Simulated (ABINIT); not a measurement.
Crystal: SnTe3.

```
Te Sn
1.0
     0.00000    3.86122    3.86122
     3.86122    0.00000    3.86122
     3.86122    3.86122    0.00000
Te Sn
3 1
Direct
  0.50000 0.50000 0.50000
  0.75000 0.75000 0.75000
  0.25000 0.25000 0.25000
  0.00000 0.00000 0.00000
```

The cell comes from a database or a generator and needn't be the stable form of this composition.

Base run:

| Item | Value |
| --- | --- |
| Program | ABINIT 10.8.3 (patched build) |
| Functional | PBE |
| Potentials or basis | JTH PAW PBE v2.0 |
| Cutoff | 599 eV |
| k mesh | 6 × 6 × 6 |
| Occupations | fermi-dirac, width 0.05 eV |
| Spin | no spin polarisation |

Its results: band gap on the k mesh none (metal or under the smearing width); pressure 0.2 GPa.

**Question.** The run is repeated on the same cell with these changes: functional from PBE to LDA; potentials or basis from JTH PAW PBE v2.0 to JTH PAW LDA v2.0. What comes out?

**Answer.** Band gap on the k mesh none (metal or under the smearing width); pressure -3.8 GPa.

Caveats: spin-orbit coupling is left out, which moves the levels of the heavy elements.
